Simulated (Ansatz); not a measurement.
# WSe2: the cost of one run

Method: DFT PBE+D3(BJ), scalar-relativistic, plane waves, PAW, in Ansatz 0.2.0.

4 further runs of the same task are left out: 2 that didn't finish, 2 set aside as unsound or not needed.

**1. The structure to begin with**

The structure is hexagonal, space group P6_3/mmc (No. 194). The conventional cell has a = 3.279 Å, b = 3.279 Å, c = 12.789 Å, α = 90.00°, β = 90.00°, γ = 120.00°. W (site symmetry -6m2) is surrounded by 6 Se at 2.53 Å. Se (site symmetry 3m) has 3 W at 2.53 Å in its first shell of neighbours.

As a file:

```cif
data_structure
_symmetry_space_group_name_H-M 'P6_3/mmc'
_symmetry_Int_Tables_number 194
_cell_length_a 3.2790
_cell_length_b 3.2790
_cell_length_c 12.7886
_cell_angle_alpha 90.000
_cell_angle_beta 90.000
_cell_angle_gamma 120.000
_cell_volume 119.08
loop_
_atom_site_label
_atom_site_type_symbol
_atom_site_symmetry_multiplicity
_atom_site_Wyckoff_symbol
_atom_site_fract_x
_atom_site_fract_y
_atom_site_fract_z
_atom_site_occupancy
W1 W 2 c 0.33333 0.66667 0.25000 1
Se1 Se 4 f 0.33333 0.66667 0.61829 1
```

This cell was relaxed beforehand with the same method: volume 19.85 Å³/atom, gap on the mesh 0.90 eV.

**2. Zero of energy**

The reference gives a free energy of -42652.0115 eV, pressure -0.01 GPa, largest force 0.002 eV/Å and gap on the mesh 0.90 eV. It was computed beforehand with the settings of the runs below.

**3. Zone-centre phonons by finite displacements**

input.yaml

```yaml
crystal:
  lattice:
    - [3.2790275604, 0.0, 0.0]
    - [-1.6395137802, 2.839721167, 0.0]
    - [0.0, 0.0, 12.7886113462]
  atoms:
    - { symbol: W, position: [0.3333333333, 0.6666666667, 0.25] }
    - { symbol: W, position: [0.6666666667, 0.3333333333, 0.75] }
    - { symbol: Se, position: [0.3333333333, 0.6666666667, 0.6182912225] }
    - { symbol: Se, position: [0.6666666667, 0.3333333333, 0.1182912225] }
    - { symbol: Se, position: [0.3333333333, 0.6666666667, 0.8817087775] }
    - { symbol: Se, position: [0.6666666667, 0.3333333333, 0.3817087775] }
basis:
  ecutwfc: 420
kpoints:
  mp_grid: { grid: [12, 12, 2] }
hamiltonian:
  xc: pbe
  dispersion: d3bj
scf:
  occupations: { method: gaussian, width: 0.05 }
output:
  eigenvalues: true
phonons:
  method: fd
  supercell: [1, 1, 1]
  amplitude: 0.02
  eigenvectors: true
  dielectric: false
```

Started as:

```console
$ ansatz run input.yaml --threads 2 --pin off --max-ram 5120MiB --backend cpu --events-out ev --progress --plain --runs-dir out
```

What time and memory should one allow on 2 threads of Intel Xeon Platinum 8488C (Sapphire Rapids), shared host?

About 65 s, with a peak of 1 GiB.
